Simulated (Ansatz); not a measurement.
AlFH₃NTe, SMILES [NH2][Al]([F])[TeH], a rigid scan of one bond angle

Program: Ansatz 0.2.0, Python API.

Run as a notebook:

In [1]:
```python
import ansatz
from ase import Atoms
```

In [2]:
```python
atoms = Atoms(['N', 'Al', 'F', 'Te', 'H', 'H', 'H'], positions=[
    (-0.5646, 1.1907, 0.7979),
    (0.5718, -0.164, 0.2497),
    (2.2351, -0.1872, 0.8514),
    (-0.1824, -2.018, -1.3729),
    (-0.7295, 1.1441, 1.8026),
    (-1.5405, 1.0405, 0.3529),
    (0.2714, -1.074, -2.7272),
])
```

In [3]:
```python
# start the scan from a relaxed geometry
first = (
    ansatz.Crystal.molecule_from_ase(atoms).calculation()
    .basis(gaussian='def2-SVP')
    .functional('pbe0')
    .relax(force_tolerance=0.02, max_steps=80)
)
atoms.positions = first.run(threads=1).report['positions_ang']

rows = []
for angle in [85, 95, 105, 115, 125, 140, 160]:
    bent = atoms.copy()
    bent.set_angle(1, 3, 6, angle, indices=[6])
    base = ansatz.Crystal.molecule_from_ase(bent).calculation().basis(gaussian='def2-SVP').functional('pbe0')
    rows.append((angle, base.run(threads=1).report['free_energy_ev']))
floor = min(e for _, e in rows)
for angle, e in rows:
    print(f'angle Al1-Te3-H6 = {angle:3d} deg   {1000 * (e - floor):9.1f} meV')
```
```text
angle Al1-Te3-H6 =  85 deg         0.0 meV
angle Al1-Te3-H6 =  95 deg         7.0 meV
angle Al1-Te3-H6 = 105 deg        93.7 meV
angle Al1-Te3-H6 = 115 deg       257.3 meV
angle Al1-Te3-H6 = 125 deg       491.2 meV
angle Al1-Te3-H6 = 140 deg       946.1 meV
angle Al1-Te3-H6 = 160 deg      1614.5 meV
```

The scan is rigid, and the energies are electronic, in a modest basis. The zero is the lowest point of the grid, which needn't be the minimum. def2 sets replace the cores of elements past krypton by effective core potentials. Run time: 87 s on 1 thread of Intel(R) Xeon(R) 6975P-C (Granite Rapids), on a shared host, peak memory 0.27 GiB.

(Lines on the test bed's own set-up are left out of the output.)
